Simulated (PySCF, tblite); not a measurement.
# C₄H₁₄OSi₃: geometry, infrared bands and NMR shifts

Wanted: the infrared bands and NMR shifts of C₄H₁₄OSi₃ (`CO[Si@@H]1C[C@@H](C[SiH3])[SiH2]1`), by calculation.

Computed with tblite 0.8.0 and PySCF 2.14.0, with density-fitted response routines of our own, on a single molecule in the gas phase. Atoms count from 0, in the outputs and in this text.

### 1 Starting geometry

22 atoms, charge 0, multiplicity 1; geometry from: force field or distance geometry start.

Bonds of the start (Å): C0–O1 1.40, O1–Si2 1.71, Si2–C3 1.85, C3–C4 1.50, C4–C5 1.51, C5–Si6 1.88, C4–Si7 1.85, Si7–Si2 2.23, C0–H8 1.11, C0–H9 1.13, C0–H10 1.13, Si2–H11 1.46, C3–H12 1.09, C3–H13 1.13, C4–H14 1.13, C5–H15 1.11, C5–H16 1.10, Si6–H17 1.45, Si6–H18 1.48, Si6–H19 1.48, Si7–H20 1.46, Si7–H21 1.45.

### 2 Relaxing the molecule with GFN2-xTB

What the job is given:

```
{"job": {"kind": "relax", "xc": "GFN2-xTB", "basis": "xTB"}, "charge": 0, "multiplicity": 1}
C      3.139000     0.610700    -0.679200
O      2.596700    -0.604300    -1.103300
Si     1.675400    -1.196800     0.204100
C     -0.031900    -1.771600    -0.203100
C     -0.692800    -0.433800    -0.318000
C     -2.159900    -0.376700     0.033800
Si    -2.784300     1.383600    -0.197200
Si     0.342300     0.430400     0.948700
H      4.240400     0.654300    -0.840300
H      2.979400     0.751600     0.426800
H      2.615500     1.488900    -1.159700
H      2.401700    -1.917600     1.243000
H     -0.148100    -2.444900    -1.054700
H     -0.450700    -2.305500     0.695200
H     -0.552800    -0.073300    -1.377400
H     -2.757800    -1.042600    -0.623800
H     -2.252800    -0.670500     1.093000
H     -2.103900     2.039000    -1.298700
H     -4.235200     1.292800    -0.453800
H     -2.535700     2.118600     1.067700
H      0.774500     1.753000     0.491000
H     -0.069700     0.334200     2.334400
```

Launch:

```sh
OMP_NUM_THREADS=1 python probes_run.py task.json out
```

This one command runs all jobs of the session in turn.

**Question.** This job is followed by: GFN2-xTB harmonic vibrations, gas phase; GIAO PBE0/pcSseg-1 NMR shielding, non-relativistic, gas phase. Predict these results of the whole session: strongest single infrared mode (GFN2-xTB); zero-point energy (GFN2-xTB); 13C shifts against TMS (PBE0/pcSseg-1); 1H shifts against TMS (PBE0/pcSseg-1, means over atoms taken as alike); 17O shifts against H2O (PBE0/pcSseg-1); 29Si shifts against TMS (PBE0/pcSseg-1).

The runs gave:

```
                                                              quantity                                                           value
                             strongest single infrared mode (GFN2-xTB)                                            790 cm⁻¹, 630 km/mol
                                          zero-point energy (GFN2-xTB)                                                  101.4 kcal/mol
                                13C shifts against TMS (PBE0/pcSseg-1)                                      53.6, 38.8, 23.6, 22.0 ppm
1H shifts against TMS (PBE0/pcSseg-1, means over atoms taken as alike)  5.68, 5.08, 4.30, 3.79, 3.78, 2.50, 1.78, 1.25, 1.25, 0.94 ppm
                                17O shifts against H2O (PBE0/pcSseg-1)                                                        10.9 ppm
                               29Si shifts against TMS (PBE0/pcSseg-1)                                          10.7, -44.7, -73.5 ppm
```

The optimisation took 158 steps and gained 1.385 eV; among the close pairs (by a distance rule), Si2–Si7 changed most, from 2.231 to 2.326 Å. No mode is imaginary among the 60: a minimum at this level. The strongest single mode, at 790 cm⁻¹, has its largest shares on H18, H17 and Si2 (the list is cut at 3 atoms). Unscaled tight-binding wavenumbers are off by several per cent, some by more. Its intensities can rank the bands wrongly. The most deshielded carbon is C0 (methyl carbon bonded to O), at 53.6 ppm: deshielded by the electronegative neighbour. At PBE0/pcSseg-1: The widest tensor belongs to Si7: span 184 ppm, with a paramagnetic part of -490 ppm.
